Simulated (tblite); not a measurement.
# CH8GeO3Si: the cost of one run

The runs use tblite 0.8.0 and PySCF 2.14.0, with density-fitted response routines of our own; the level of theory stands in each step. All values are computed, except where a source is named. Atoms count from 0, in the outputs and in this text.

### 1 Starting geometry

14 atoms, charge 0, multiplicity 1; geometry from: force field or distance geometry start.

Bonds of the start (Å): C0–O1 1.40, O1–Si2 1.72, Si2–O3 1.74, Si2–O4 1.71, O4–Ge5 1.79, C0–H6 1.11, C0–H7 1.12, C0–H8 1.11, Si2–H9 1.47, O3–H10 0.99, Ge5–H11 1.56, Ge5–H12 1.55, Ge5–H13 1.55.

### 2 Relaxing the molecule with GFN2-xTB

The job: settings as JSON, then the geometry in Å.

```
{"job": {"kind": "relax", "xc": "GFN2-xTB", "basis": "xTB"}, "charge": 0, "multiplicity": 1}
C     -1.858600    -0.179800     1.119800
O     -0.606400     0.427000     0.993200
Si    -0.160100     0.476600    -0.670800
O     -1.050400     1.743800    -1.453400
O      1.513000     0.799400    -0.816500
Ge     2.337800    -0.680300    -0.249100
H     -2.145600    -0.193900     2.190300
H     -2.642900     0.415200     0.592500
H     -1.846600    -1.235200     0.766300
H     -0.502400    -0.796000    -1.331200
H     -0.826000     2.550500    -0.933100
H      1.957900    -0.969000     1.231200
H      3.870900    -0.468700    -0.322700
H      1.958700    -1.890000    -1.138800
```

Run with:

```
$ OMP_NUM_THREADS=1 python probes_run.py task.json out
```

One launch serves the whole session: the jobs run in the order shown.

**Question.** How long does this first job take on 1 thread of Arm Neoverse V2, shared host, and how much memory does it need?

About 1.1 s, with a peak of 0.18 GiB.
